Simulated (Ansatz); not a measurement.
# Lower states of Ni: further starts and searches

Aim: test whether Ni has a self-consistent state below the best one that plain SCF starts reached, by the runs listed below. Ni is taken in the deposited crystal structure (space group Fm-3m, primitive cell doubled), 2 atoms in the cell. Source: COD entry 2100652, which need not be the ambient phase.

Method: DFT PBE, PAW, plane waves, scalar-relativistic, in Ansatz 0.2.0.

## (1) The structure to begin with

It takes space group Fm-3m (No. 225, cubic). The conventional cell has a = 3.540 Å, b = 3.540 Å, c = 3.540 Å, α = 90.00°, β = 90.00°, γ = 90.00°. Around Ni (site symmetry m-3m) lie 12 Ni at 2.50 Å.

Structure file:

```
CELL_PARAMETERS angstrom
0.00000 1.76993 1.76993
1.76993 0.00000 1.76993
3.53987 3.53987 0.00000
ATOMIC_POSITIONS crystal
Ni 0.00000 0.00000 0.00000
Ni 0.00000 0.00000 0.50000
```

Atoms are counted from 1 in the order of input.yaml (Ni2 and so on).

Known so far: 8 plain starts ended in 2 states. The lowest came from “spin on, no moments given (the program may seed its own), plain SCF”: ferromagnetic, site moments Ni1 0.66, Ni2 0.66 μB, total 1.25 μB per cell, no gap on the k-mesh, free energy -11679.4940 eV.

Runs to come: parallel moments, default search for lower states; opposed moments +-, default search for lower states; the moments typed in its input, symmetry off, plain SCF; the moments typed in its input, standard search for lower states.

A plain SCF has the search for lower states switched off and ends at the first converged state. The default search runs further SCF cycles only where the state itself hints at a lower one. The standard and full searches may also try other magnetic orders and fillings, and need not reach the lowest state. With a search on, the program may also reshape the start on open shells. Ends within 0.2 meV/atom and 0.1 μB count as one state.

Site moments are integrals over atomic spheres and don't add up to the total.

## (2) Parallel moments, default search for lower states

File input.yaml:

```yaml
crystal:
  lattice:
    - [0.0, 1.76993333, 1.76993333]
    - [1.76993333, 0.0, 1.76993333]
    - [3.53986667, 3.53986667, 0.0]
  atoms:
    - { symbol: Ni, position: [0.0, 0.0, 0.0], spin: 2.0 }
    - { symbol: Ni, position: [0.0, 0.0, 0.5], spin: 2.0 }
magnetization:
  spin_polarized: true
hamiltonian:
  xc: pbe
  pseudopotentials: { kind: paw }
basis:
  ecutwfc: 420
kpoints:
  mp_grid: { grid: [13, 13, 7] }
scf:
  occupations: { method: fermi_dirac, width: 0.1 }
output:
  forces: true
  stress: true
```

Standard output (excerpt; [...] marks lines left out):

```text
Warning: crystal.symmetry: narrowed to the stabiliser of the k-point mesh — unitary ops 24 → 8; excluded 16 operations that carry a point of the 13×13×7 mesh (shift [0, 0, 0]) off the mesh (the run samples exactly the mesh kpoints.mp_grid names, as under crystal.symmetry.detect: false, [...]
Pseudopotentials: kind: paw
Pseudopotential: Ni, paw, valence charge 18, recommended cutoff 420 eV (normal), Ni.paw.azcp
Functional definition: PBE
[...]
Crystal: 2 atoms, lattice volume = 22.178 Å³
Basis set: ecut = 420 eV, 409 PW (Γ), exchange–correlation on 36×36×72 points (8 copies of the dense FFT grid, shifted against one another)
Bands: 24, of which v1, the nominal top of the filled ones, is band 18 counted from 1 (17 counted from 0)
Symmetry: 8 space group operations
k-points: 322 of 1183
[...]
Starting moments: Σ|m| = 4 μB on 2 of 2 sites
[...]
SCF iter   1: F=—  HF=-11678.304954 eV  |F-HF|=—  |Δ(HF+E_count)|=         —  Δρ=1.62e-1 (↑1.62e-1 ↓8.67e-2)  dr2=1.04e0  dr2_m=3.04e0  M=1.906 μB ∫|m|=2.050 μB  β_m=0.30  ethr=2.88e-3  ⟨swp⟩=1.0  Hψ=76263  notcnv=0
[...]
SCF iter   9: F=-11679.493969 eV  HF=-11679.493969 eV  |F-HF|=1.06e-9  |Δ(HF+E_count)|=   2.94e-8  Δρ=1.88e-6 (↑1.51e-6 ↓1.88e-6)  dr2=1.25e-9  dr2_m=6.24e-11  M=1.246 μB ∫|m|=1.425 μB  ethr=1.48e-10  ⟨swp⟩=2.5  Hψ=52066  notcnv=0
[...]
SCF converged after 9 iterations
Magnetization: 1.2460 μB (18.6230 up, 17.3770 down)
Absolute magnetization: 1.4266 μB (∫|ρ↑−ρ↓|, with the PAW one-centre terms)
Spin contamination: 0.0139 ħ² per cell (⟨S²⟩ above its minimum at these occupations)
Per-site moments (μB) at R_I (Å): [(0.6612282729778705, 1.032513784410147), (0.6612282729778703, 1.032513784410147)]
Free energy (F): -11679.493969 eV
[...]
E sigma→0 (E₀):  -11679.440062 eV
Entropy (-TS):   -0.107815 eV (-53.907 meV/atom)
Fermi energy:    17.745976 eV
[... 24 lines left out: energy terms, forces, stress ...]
```

Wall time 15 s (2 threads of an x86-64 CPU, shared host); peak memory 0.6 GiB.

Nothing new: the 9 iterations lead to the state found in step 1 (ferromagnetic).

## (3) Opposed moments +-, default search for lower states

Changes to input.yaml since step 2:

```diff
@@ -7,3 +7,3 @@
     - { symbol: Ni, position: [0.0, 0.0, 0.0], spin: 2.0 }
-    - { symbol: Ni, position: [0.0, 0.0, 0.5], spin: 2.0 }
+    - { symbol: Ni, position: [0.0, 0.0, 0.5], spin: -2.0 }
 magnetization:
```

Standard output (excerpt; [...] marks lines left out):

```text
Warning: crystal.symmetry: narrowed to the stabiliser of the k-point mesh — unitary ops 12 → 4; excluded 8 operations that carry a point of the 13×13×7 mesh (shift [0, 0, 0]) off the mesh (the run samples exactly the mesh kpoints.mp_grid names, as under crystal.symmetry.detect: false, and [...]
[... 11 lines as in an earlier run ...]
Symmetry: 4 space group operations
[... 5 lines as in an earlier run ...]
Starting moments: Σ|m| = 4 μB on 2 of 2 sites
[... 2 lines as in an earlier run ...]
spin-down is spin-up translated by (0, 0, 0.5): one eigenproblem is solved per k-point and the antiferromagnetic symmetry of the starting moments is kept exactly by this SCF (crystal.symmetry.spin_inversion_symmetry: false solves both channels; [...]
SCF iter   1: F=—  HF=-11678.351669 eV  |F-HF|=—  |Δ(HF+E_count)|=         —  Δρ=1.72e-1 (↑1.72e-1 ↓1.72e-1)  dr2=9.86e-1  dr2_m=5.67e0  M=0.000 μB ∫|m|=1.493 μB  β_m=0.30  ethr=2.74e-3  ⟨swp⟩=1.2  Hψ=38501  notcnv=0
[...]
Starting moments: Σ|m| = 4 μB on 2 of 2 sites; this step starts from the density that it was given
[...]
SCF iter   2: F=-11679.493969 eV  HF=-11679.493969 eV  |F-HF|=7.70e-8  |Δ(HF+E_count)|=   1.54e-9  Δρ=1.51e-5 (↑1.51e-5 ↓6.24e-6)  dr2=8.13e-8  dr2_m=6.49e-9  M=-1.246 μB ∫|m|=1.425 μB  ethr=2.64e-11  ⟨swp⟩=3.8  Hψ=45136  notcnv=0
[...]
the run went on to a lower state, not held to the crystal's whole symmetry: an SCF along what the orbitals of the run's state read of its open shells (or to have them read: on a GPU, or by another smearing), with the run's symmetry operations kept and the antiferromagnet's [...]
WARN: the starting moments were not kept: 1 of 2 ended reversed and 1 kept their direction, counting a site from 0.1 of the cell's largest site moment. The largest reversed, site 0 (counted from 0, in the order of the report's site_moments_mub), started with +2.0 μB and closes at -6.6e-1 [...]
SCF converged after 2 iterations
Magnetization: -1.2460 μB (17.3770 up, 18.6230 down)
Absolute magnetization: 1.4266 μB (∫|ρ↑−ρ↓|, with the PAW one-centre terms)
Spin contamination: 0.0139 ħ² per cell (⟨S²⟩ above its minimum at these occupations)
Per-site moments (μB) at R_I (Å): [(-0.6612057341061174, 1.032513784410147), (-0.6612704834615898, 1.032513784410147)]
Free energy (F): -11679.493969 eV
[...]
E sigma→0 (E₀):  -11679.440062 eV
Entropy (-TS):   -0.107814 eV (-53.907 meV/atom)
Fermi energy:    17.745991 eV
[... 29 lines left out: energy terms, forces, stress, bands ...]
```

It took 75 s on 2 threads of an x86-64 CPU, shared host; peak memory 1.4 GiB.

This is the state of step 1 again (ferromagnetic), after 24 iterations.

## (4) The moments typed in its input, symmetry off, plain SCF

Changes to input.yaml since step 3:

```diff
@@ -7,3 +7,4 @@
     - { symbol: Ni, position: [0.0, 0.0, 0.0], spin: 2.0 }
-    - { symbol: Ni, position: [0.0, 0.0, 0.5], spin: -2.0 }
+    - { symbol: Ni, position: [0.0, 0.0, 0.5], spin: 2.0 }
+  symmetry: { detect: false, time_reversal: true }
 magnetization:
@@ -19,2 +20,3 @@
   occupations: { method: fermi_dirac, width: 0.1 }
+  lower_state_search: "off"
 output:
```

Standard output (excerpt; [...] marks lines left out):

```text
[... 11 lines as in an earlier run ...]
Symmetry: 1 space group operations
k-points: 592 of 1183 (time reversal used)
[... 4 lines as in an earlier run ...]
Starting moments: Σ|m| = 4 μB on 2 of 2 sites
[... 2 lines as in an earlier run ...]
[...]
SCF iter   1: F=—  HF=-11678.943522 eV  |F-HF|=—  |Δ(HF+E_count)|=         —  Δρ=1.28e-1 (↑1.14e-1 ↓1.28e-1)  dr2=2.86e-2  dr2_m=2.96e0  M=1.866 μB ∫|m|=2.082 μB  β_m=0.30  ethr=7.97e-5  ⟨swp⟩=1.0  Hψ=140132  notcnv=0
[...]
spin-set hold released at iteration 1 (the charge has settled, or the pull on large starting moments outlasts its swing): the magnetisation degrees of freedom join the quasi-Newton model from the next iteration; the mixer history was flushed
[...]
SCF iter  11: F=-11679.493969 eV  HF=-11679.493969 eV  |F-HF|=3.74e-9  |Δ(HF+E_count)|=   3.78e-8  Δρ=6.76e-6 (↑2.13e-6 ↓6.76e-6)  dr2=5.27e-9  dr2_m=1.86e-9  M=1.246 μB ∫|m|=1.425 μB  ethr=2.78e-10  ⟨swp⟩=4.0  Hψ=86353  notcnv=0
[...]
SCF converged after 11 iterations
Magnetization: 1.2460 μB (18.6230 up, 17.3770 down)
Absolute magnetization: 1.4266 μB (∫|ρ↑−ρ↓|, with the PAW one-centre terms)
Spin contamination: 0.0139 ħ² per cell (⟨S²⟩ above its minimum at these occupations)
Per-site moments (μB) at R_I (Å): [(0.6612308466799671, 1.032513784410147), (0.6612211342230839, 1.032513784410147)]
Free energy (F): -11679.493969 eV
[...]
E sigma→0 (E₀):  -11679.440062 eV
Entropy (-TS):   -0.107813 eV (-53.907 meV/atom)
Fermi energy:    17.745967 eV
[... 24 lines left out: energy terms, forces, stress ...]
```

Wall time 38 s (2 threads of an x86-64 CPU, shared host); peak memory 0.83 GiB.

The run ends in the same state as step 1 (ferromagnetic); it took 11 iterations.

## (5) The moments typed in its input, standard search for lower states

Changes to input.yaml since step 4:

```diff
@@ -8,3 +8,2 @@
     - { symbol: Ni, position: [0.0, 0.0, 0.5], spin: 2.0 }
-  symmetry: { detect: false, time_reversal: true }
 magnetization:
@@ -20,3 +19,3 @@
   occupations: { method: fermi_dirac, width: 0.1 }
-  lower_state_search: "off"
+  lower_state_search: standard
 output:
```

Standard output (excerpt; [...] marks lines left out):

```text
[... 1 line as in an earlier run ...]
the run goes by scf.lower_state_search standard: where its kind and settings allow, a search for a lower-energy state can add stability tests and further SCF calculations, which can take several times, in some runs tens of times, as long as the SCF (see the manual's entry of the key); [...]
[... 17 lines as in an earlier run ...]
Starting moments: Σ|m| = 4 μB on 2 of 2 sites
[... 3 lines as in an earlier run ...]
SCF iter   1: F=—  HF=-11678.304954 eV  |F-HF|=—  |Δ(HF+E_count)|=         —  Δρ=1.62e-1 (↑1.62e-1 ↓8.67e-2)  dr2=1.04e0  dr2_m=3.04e0  M=1.906 μB ∫|m|=2.050 μB  β_m=0.30  ethr=2.88e-3  ⟨swp⟩=1.0  Hψ=76263  notcnv=0
[...]
SCF iter   9: F=-11679.493969 eV  HF=-11679.493969 eV  |F-HF|=1.06e-9  |Δ(HF+E_count)|=   2.94e-8  Δρ=1.88e-6 (↑1.51e-6 ↓1.88e-6)  dr2=1.25e-9  dr2_m=6.24e-11  M=1.246 μB ∫|m|=1.425 μB  ethr=1.48e-10  ⟨swp⟩=2.5  Hψ=52066  notcnv=0
[...]
SCF converged after 9 iterations
Magnetization: 1.2460 μB (18.6230 up, 17.3770 down)
Absolute magnetization: 1.4266 μB (∫|ρ↑−ρ↓|, with the PAW one-centre terms)
Spin contamination: 0.0139 ħ² per cell (⟨S²⟩ above its minimum at these occupations)
Per-site moments (μB) at R_I (Å): [(0.6612282729778705, 1.032513784410147), (0.6612282729778703, 1.032513784410147)]
Free energy (F): -11679.493969 eV
[...]
E sigma→0 (E₀):  -11679.440062 eV
Entropy (-TS):   -0.107815 eV (-53.907 meV/atom)
Fermi energy:    17.745976 eV
[... 24 lines left out: energy terms, forces, stress ...]
```

Run time: 16 s. Hardware: 2 threads of an x86-64 CPU, shared host; peak memory 0.6 GiB.

This is the state of step 1 again (ferromagnetic), after 9 iterations.

## (6) Comparing the starts

| step | iterations | state | moments of Ni1 Ni2 (μB) | total (μB) | gap (eV) | pressure (GPa) | above lowest (meV/atom) |
| --- | --- | --- | --- | --- | --- | --- | --- |
| 1 | 11 | 1 | 0.66 0.66 | 1.25 | none | -3.2 | 0.0 |
| 2 | 9 | 1 | 0.66 0.66 | 1.25 | none | -3.2 | 0.0 |
| 3 | 24 | 1 | -0.66 -0.66 | -1.25 | none | -3.2 | 0.0 |
| 4 | 11 | 1 | 0.66 0.66 | 1.25 | none | -3.2 | 0.0 |
| 5 | 9 | 1 | 0.66 0.66 | 1.25 | none | -3.2 | 0.0 |

States are numbered from the lowest. Starts by step: 2 parallel moments, default search for lower states; 3 opposed moments +-, default search for lower states; 4 the moments typed in its input, symmetry off, plain SCF; 5 the moments typed in its input, standard search for lower states. Step 1 is the best of the earlier plain starts.

The 4 runs of this session took 2.4 min in all, from 15 s to 75 s each.

Decimal logarithm of the largest residual (eV) by iteration, counted through all cycles of a run:

| iteration | step 2 | step 3 | step 4 | step 5 |
| --- | --- | --- | --- | --- |
| 1 | 0.5 | 0.8 | 0.5 | 0.5 |
| 2 | 0.3 | 0.5 | 0.2 | 0.3 |
| 3 | -0.2 | 0.3 | -1.2 | -0.2 |
| 4 | -1.2 | -0.9 | -1.9 | -1.2 |
| 5 | -4.4 | -1.0 | -2.9 | -4.4 |
| 7 | -5.6 | -2.2 | -2.0 | -5.6 |
| 9 | -8.9 | -3.4 | -5.0 | -8.9 |
| 11 | - | -4.9 | -8.3 | - |
| 14 | - | -8.7 | - | - |
| 16 | - | -10.7 | - | - |
| 18 | - | -2.3 | - | - |
| 20 | - | -4.9 | - | - |
| 22 | - | -8.0 | - | - |
| 24 | - | -7.1 | - | - |

## (7) What came out

| quantity | value |
| --- | --- |
| distinct states | 1 from 5 converged runs, the best start of step 1 counted |
| lowest state | ferromagnetic |
| its moments | Ni1 0.66, Ni2 0.66 μB |
| total moment | 1.25 μB per cell |
| gap on the k-mesh | none |
| pressure | -3.2 GPa |
| largest force | 0.000 eV/Å |

Nothing lower turns up: the best plain start stands. 5 runs converged, all to one state. The search isn't exhaustive: larger magnetic cells and non-collinear orders weren't tried. The mesh has less symmetry than the lattice, which lowers the symmetry of the run.
